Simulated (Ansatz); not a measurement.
**C₂H₆BClO₂: up Jacob's ladder to CCSD(T)**

The task here is to estimate one member of a computed series from the others.

Method: functionals in def2-TZVPP, the program's frozen cores in correlated methods; program: Ansatz 0.2.0, Gaussian basis.

Plan: LDA (SPW92), PBE-D4, revPBE-D4, BLYP-D4, r2SCAN-D4, B97M-V, PBE0-D4, B3LYP-D4, r2SCANh-D4, r2SCAN0-D4, HSE06-D4, BHLYP-D4, CAM-B3LYP-D4, LC-ωPBE, ωB97X-V, ωB97M-V, B2PLYP, PBE-QIDH; CCSD(T)/def2-SVP; CCSD(T)/def2-TZVPP; MP2/def2-QZVPP; extrapolation to the limit; RPA on PBE.

### Structure used throughout

An earlier PBE0-D4 in a triple-zeta def2 set relaxation fixed the geometry.

12 atoms, charge 0, spin multiplicity 1.

Atoms are counted from 1 here; the program's logs count them from 0.

Bond lengths: C1–O2 1.414 Å, C1–H7 1.092 Å, C1–H8 1.090 Å, C1–H9 1.092 Å, O2–B3 1.350 Å, B3–Cl4 1.773 Å, B3–O5 1.346 Å, O5–C6 1.417 Å, C6–H10 1.089 Å, C6–H11 1.092 Å, C6–H12 1.093 Å. Angles: O2–C1–H7 111.0°, O2–C1–H8 107.3°, O2–C1–H9 111.0°, H7–C1–H8 109.4°, H7–C1–H9 108.8°, H8–C1–H9 109.4°, C1–O2–B3 123.5°, O2–B3–Cl4 121.7°, O2–B3–O5 121.0°, Cl4–B3–O5 117.2°, B3–O5–C6 120.1°, O5–C6–H10 107.3°, O5–C6–H11 111.0°, O5–C6–H12 111.0°, H10–C6–H11 109.4°, H10–C6–H12 109.4°, H11–C6–H12 108.7°.

Set-up of the first run:

The input, in.yaml:

```yaml
crystal:
  periodic: [false, false, false]
  atoms:
    - {symbol: C, position_ang: [-0.240956, 1.847649, 0.881516]}
    - {symbol: O, position_ang: [-0.153698, 0.511677, 0.426220]}
    - {symbol: B, position_ang: [0.410556, 0.159312, -0.748635]}
    - {symbol: Cl, position_ang: [1.107120, 1.363998, -1.847679]}
    - {symbol: O, position_ang: [0.466084, -1.129537, -1.132491]}
    - {symbol: C, position_ang: [-0.072887, -2.142308, -0.300827]}
    - {symbol: H, position_ang: [0.751237, 2.291937, 0.985780]}
    - {symbol: H, position_ang: [-0.731523, 1.826331, 1.854142]}
    - {symbol: H, position_ang: [-0.828659, 2.458390, 0.192743]}
    - {symbol: H, position_ang: [0.092124, -3.094608, -0.803084]}
    - {symbol: H, position_ang: [0.421737, -2.154424, 0.673191]}
    - {symbol: H, position_ang: [-1.144236, -1.993616, -0.146873]}
basis:
  gaussian: {orbitals: def2-TZVPP}
hamiltonian: {xc: lda}
output: {orbitals: {seedname: orbitals}}
```

Launch:

```bash
$ ansatz run in.yaml --threads 4 --pin off --events-out ev --progress --plain --max-ram 10444MiB
```

Steps of the session up to this table: LDA; PBE-D4 (GGA); revPBE-D4 (GGA); BLYP-D4 (GGA); r2SCAN-D4 (meta-GGA); B97M-V (meta-GGA); PBE0-D4 (hybrid); B3LYP-D4 (hybrid); r2SCANh-D4 (hybrid); r2SCAN0-D4 (hybrid); HSE06-D4 (hybrid); BHLYP-D4 (hybrid); CAM-B3LYP-D4 (range-separated); LC-ωPBE (range-separated); ωB97X-V (range-separated); ωB97M-V (range-separated); B2PLYP (double hybrid); PBE-QIDH (double hybrid).

One table of the session follows, with a row left open; its other results are not shown here.

It belongs to the step «Orbital energies across the functionals». 

```
  functional  HOMO (eV)  LUMO (eV)  gap (eV)
 LDA (SPW92)      -7.16      -0.34      6.82
      PBE-D4      -7.02      -0.06      6.96
   revPBE-D4      -6.96       0.05      7.02
     BLYP-D4      -6.92       0.07      6.98
   r2SCAN-D4      -7.36       0.35      7.70
      B97M-V          ?          ?         ?
     PBE0-D4      -8.57       0.92      9.48
    B3LYP-D4      -8.32       0.59      8.91
  r2SCANh-D4      -7.94       0.69      8.63
  r2SCAN0-D4      -8.81       1.20     10.01
    HSE06-D4      -8.16       0.55      8.71
    BHLYP-D4     -10.04       1.48     11.52
CAM-B3LYP-D4     -10.01       1.63     11.64
     LC-ωPBE     -11.37       2.92     14.29
     ωB97X-V     -11.03       2.69     13.72
     ωB97M-V     -10.93       2.21     13.14
```

Estimate the missing values for B97M-V.

As computed: HOMO (eV): -7.47; LUMO (eV): 0.31; gap (eV): 7.78. In the column «HOMO (eV)» it lies between r2SCANh-D4 (-7.94) and r2SCAN-D4 (-7.36).
